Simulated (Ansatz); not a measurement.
Predict the output of the script below (Ansatz's Python interface).

The script, `os_random_alloy.py`:
```python
"""Random Os-Li cells of 8 mixed sites, after relaxing atoms and volume at fixed cell shape."""

from collections import Counter
import csv
import warnings

import ansatz as az
import numpy as np

KSPACING = 0.3
SMEARING = "fermi_dirac"
WIDTH_EV = 0.05


def fcc(A, a):
    return (
        az.Lattice.fcc(a)
        .space_group(225)
        .atom(A, (0, 0, 0))
        .primitive()
    )

A_FIRST, A_LAST = 3.82, 4.42


def solve(name, crystal):
    calc = (
        crystal.calculation()
        .functional(az.Functional.LDA)
        .basis(47 * az.Ry)
        .eigensolver("auto", mixed_precision=False)
        .kpoints(spacing=KSPACING)
        .occupations(SMEARING, width=WIDTH_EV)
        .band_table()
    )
    calc = calc.relax(force_tolerance=0.03, max_steps=60, fix_cell=["shape"])
    return calc.run(threads=1)


def volume_per_atom(outcome):
    return abs(np.linalg.det(outcome.lattice.cell_ang)) / len(outcome.lattice.sites)


def counts(outcome):
    return Counter(site.symbol for site in outcome.lattice.sites)

warnings.simplefilter("ignore", az.DeckWarning)

phases = {"Os": fcc("Os", A_FIRST), "Li": fcc("Li", A_LAST)}
for k in [3, 5]:
    a = A_FIRST + (A_LAST - A_FIRST) * k / 8
    supercell = fcc("Os", a).supercell(2).resolved()
    for seed in [62, 37]:
        drawn = supercell.site_disorder().occupy("Os", Os=8 - k, Li=k).random(seed=seed)
        phases[f"Os{8 - k}Li{k} seed {seed}"] = drawn.crystal

done = {}
for name, crystal in phases.items():
    done[name] = solve(name, crystal)
    print(f"{name}: {done[name].report['energy_sigma0_ev']:.4f} eV, {len(done[name].lattice.sites)} atoms")

# mixing quantities against the straight line between the end members, both on this lattice
x = {name: counts(o)["Li"] / (counts(o)["Os"] + counts(o)["Li"]) for name, o in done.items()}
first, last = min(x, key=x.get), max(x, key=x.get)
energy = {name: o.report["energy_sigma0_ev"] / len(o.lattice.sites) for name, o in done.items()}
volume = {name: volume_per_atom(o) for name, o in done.items()}
rows = []
for name in sorted(done, key=x.get):
    line = lambda table: (1 - x[name]) * table[first] + x[name] * table[last]
    rows.append((name, x[name], 1000 * (energy[name] - line(energy)), volume[name], 100 * (volume[name] / line(volume) - 1)))
with open("random_alloy.csv", "w", newline="") as handle:
    writer = csv.writer(handle)
    writer.writerow(["cell", "x(Li)", "E_mix (meV/atom)", "V (A^3/atom)", "excess V (%)"])
    writer.writerows([round(v, 4) if isinstance(v, float) else v for v in row] for row in rows)
print(open("random_alloy.csv").read())
```

Output of `python os_random_alloy.py`:
```text
Os: -11118.3079 eV, 1 atoms
Li: -201.6397 eV, 1 atoms
Os5Li3 seed 62: -56194.2332 eV, 8 atoms
Os5Li3 seed 37: -56194.2332 eV, 8 atoms
Os3Li5 seed 62: -34360.1962 eV, 8 atoms
Os3Li5 seed 37: -34362.0362 eV, 8 atoms
cell,x(Li),E_mix (meV/atom),V (A^3/atom),excess V (%)
Os,0.0,0.0,13.7634,0.0
Os5Li3 seed 62,0.375,278.1855,12.9355,-17.6212
Os5Li3 seed 37,0.375,278.1855,12.9355,-17.6212
Os3Li5 seed 62,0.625,365.767,11.9603,-29.6253
Os3Li5 seed 37,0.625,135.7653,12.3155,-27.535
Li,1.0,0.0,18.9342,0.0
```

Caveats:
- These settings explore the input space; cutoff and mesh may be short of convergence.
- Spin is left out of this run.
- For the metals among these phases the mesh is modest: differences between phases can be off by up to 40 meV an atom.
- Atoms and volume are relaxed with the cell's shape held, which in cells of lower than cubic symmetry can hide stresses and shift volumes.
- Spin-orbit coupling, which matters for elements this heavy, is left out.
- Cells of eight mixed sites are far from the random limit, and both end members stand on the same lattice, which need not be their own. Differences under about 40 meV an atom lie within the error of mesh and functional.
- The cells are prototypes set up for this calculation and needn't exist.
- Hardware and time: 3.1 min on 1 thread of Intel(R) Xeon(R) 6975P-C (Granite Rapids), with other jobs on the host, peak memory 0.64 GiB.

(Lines on the test bed's own set-up are left out of the output.)
